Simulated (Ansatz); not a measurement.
# CH₄BBrSi: basis-set convergence

Aim: see how fast density functionals converge with the basis set for CH₄BBrSi.

Method: one geometry, several basis sets; program: Ansatz 0.2.0, Gaussian basis.

Plan: PBE0-D4/def2-SVP; ωB97M-V/def2-SVP; PBE0-D4/def2-QZVPP; ωB97M-V/def2-QZVPP; the functionals' def2-TZVPP values are taken from earlier runs.

## (1) Structure used throughout

An earlier PBE0-D4 in a triple-zeta def2 set relaxation fixed the geometry.

SMILES `BrB1C[SiH2]1`, 8 atoms, charge 0, spin multiplicity 1.

Atoms are counted from 1 here; the program's logs count them from 0.

Bond lengths: Br1–B2 1.886 Å, B2–C3 1.508 Å, B2–Si4 1.922 Å, C3–Si4 1.966 Å, C3–H5 1.094 Å, C3–H6 1.088 Å, Si4–H7 1.480 Å, Si4–H8 1.484 Å. Angles: Br1–B2–C3 134.1°, Br1–B2–Si4 144.7°, C3–B2–Si4 68.7°, B2–C3–Si4 65.7°, B2–C3–H5 117.2°, B2–C3–H6 124.3°, Si4–C3–H5 94.4°, Si4–C3–H6 135.3°, H5–C3–H6 111.6°, B2–Si4–C3 45.6°, B2–Si4–H7 125.4°, B2–Si4–H8 121.9°, C3–Si4–H7 107.8°, C3–Si4–H8 123.1°, H7–Si4–H8 112.3°.

## (2) PBE0-D4 in def2-SVP

The input, in.yaml:

```yaml
crystal:
  periodic: [false, false, false]
  atoms:
    - {symbol: Br, position_ang: [-2.640960, 1.173450, -0.154261]}
    - {symbol: B, position_ang: [-0.890828, 0.501026, -0.354544]}
    - {symbol: C, position_ang: [0.419897, 0.759426, 0.345196]}
    - {symbol: Si, position_ang: [0.197361, -1.082612, -0.303531]}
    - {symbol: H, position_ang: [1.291580, 0.964428, -0.283831]}
    - {symbol: H, position_ang: [0.510840, 1.230176, 1.321418]}
    - {symbol: H, position_ang: [1.323923, -1.378957, -1.215826]}
    - {symbol: H, position_ang: [-0.119612, -2.224039, 0.589579]}
basis:
  gaussian: {orbitals: def2-SVP}
hamiltonian: {xc: pbe0, dispersion: d4}
output: {orbitals: {seedname: orbitals}}
```

Command:

```sh
$ ansatz run in.yaml --threads 2 --pin off --events-out ev --progress --plain --max-ram 4352MiB
```

The runs that follow: ωB97M-V in def2-SVP; PBE0-D4 in def2-QZVPP; ωB97M-V in def2-QZVPP.

Q: Predict the results of all the runs planned. Wanted: PBE0-D4: double and triple zeta above quadruple; ωB97M-V: double and triple zeta above quadruple.

As calculated:

```
                                       quantity           value
PBE0-D4: double and triple zeta above quadruple  14.88, 1.79 eV
ωB97M-V: double and triple zeta above quadruple  14.87, 1.71 eV
```

For PBE0-D4 the step from double to triple zeta gains 13.09 eV and the next only 1.79 eV. Total energies overstate the basis error of differences, where much of it tends to cancel.
